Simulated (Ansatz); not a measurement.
# CH3Cl3HfO: basis-set convergence

The task here is to estimate one member of a computed series from the others.

Computed with Ansatz 0.2.0, Gaussian basis. Level: one geometry, several basis sets.

The runs, in order: PBE0-D4/def2-SVP; ωB97M-V/def2-SVP; PBE0-D4/def2-QZVPP; ωB97M-V/def2-QZVPP; the functionals' def2-TZVPP values are taken from earlier runs.

4 further runs of the same task are left out: 3 that didn't finish, 1 set aside as unsound or not needed.

### The geometry

All runs share one geometry, relaxed beforehand with PBE0-D4 in a triple-zeta def2 set. Hf takes the def2 core potential; no spin-orbit term is included.

SMILES `C[O][Hf]([Cl])([Cl])[Cl]`, 9 atoms, charge 0, spin multiplicity 1.

Atoms are counted from 1 here; the program's logs count them from 0.

Bond lengths: C1–O2 1.396 Å, C1–H7 1.093 Å, C1–H8 1.093 Å, C1–H9 1.093 Å, O2–Hf3 1.872 Å, Hf3–Cl4 2.342 Å, Hf3–Cl5 2.341 Å, Hf3–Cl6 2.341 Å. Angles: O2–C1–H7 109.9°, O2–C1–H8 109.9°, O2–C1–H9 109.9°, H7–C1–H8 109.1°, H7–C1–H9 109.1°, H8–C1–H9 109.1°, C1–O2–Hf3 179.9°, O2–Hf3–Cl4 108.4°, O2–Hf3–Cl5 108.4°, O2–Hf3–Cl6 108.4°, Cl4–Hf3–Cl5 110.5°, Cl4–Hf3–Cl6 110.5°, Cl5–Hf3–Cl6 110.5°.

As a file:

```xyz
9
charge 0, multiplicity 1
C    -1.09461   -0.47973   -1.25091
O    -0.21086   -0.09430   -0.24166
Hf    0.97301    0.42607    1.11186
Cl    1.99155   -1.49415    1.98258
Cl    2.57758    1.85527    0.18169
Cl   -0.24698    1.53385    2.77528
H    -1.06736   -1.56531   -1.37411
H    -2.11149   -0.17546   -0.99054
H    -0.81084   -0.00624   -2.19419
```

Set-up of the first run:

Contents of in.yaml:

```yaml
crystal:
  periodic: [false, false, false]
  atoms:
    - {symbol: C, position_ang: [-1.094607, -0.479729, -1.250907]}
    - {symbol: O, position_ang: [-0.210863, -0.094298, -0.241661]}
    - {symbol: Hf, position_ang: [0.973011, 0.426073, 1.111863]}
    - {symbol: Cl, position_ang: [1.991550, -1.494147, 1.982576]}
    - {symbol: Cl, position_ang: [2.577581, 1.855268, 0.181695]}
    - {symbol: Cl, position_ang: [-0.246979, 1.533850, 2.775284]}
    - {symbol: H, position_ang: [-1.067355, -1.565312, -1.374110]}
    - {symbol: H, position_ang: [-2.111487, -0.175463, -0.990540]}
    - {symbol: H, position_ang: [-0.810842, -0.006243, -2.194188]}
basis:
  gaussian: {orbitals: def2-SVP}
hamiltonian: {xc: pbe0, dispersion: d4}
output: {orbitals: {seedname: orbitals}}
```

On the command line:

```bash
ansatz run in.yaml --threads 2 --pin off --events-out ev --progress --plain --max-ram 32768MiB --backend cpu
```

Among the steps run: PBE0-D4 in def2-SVP; ωB97M-V in def2-SVP; PBE0-D4 in def2-QZVPP; ωB97M-V in def2-QZVPP.

One of the session's tables, all rows but one given; the rest of the session is left out.

It belongs to the step «Density functionals: the series». 

```
functional       basis  HOMO (eV)
   PBE0-D4    def2-SVP      -9.13
   PBE0-D4  def2-TZVPP      -9.13
   PBE0-D4  def2-QZVPP      -9.15
   ωB97M-V    def2-SVP     -11.37
   ωB97M-V  def2-TZVPP     -11.41
   ωB97M-V  def2-QZVPP          ?
```

Q: Estimate the row for ωB97M-V, def2-QZVPP from the others.

**Answer.** HOMO (eV): -11.44. In the column «HOMO (eV)» it is the lowest.
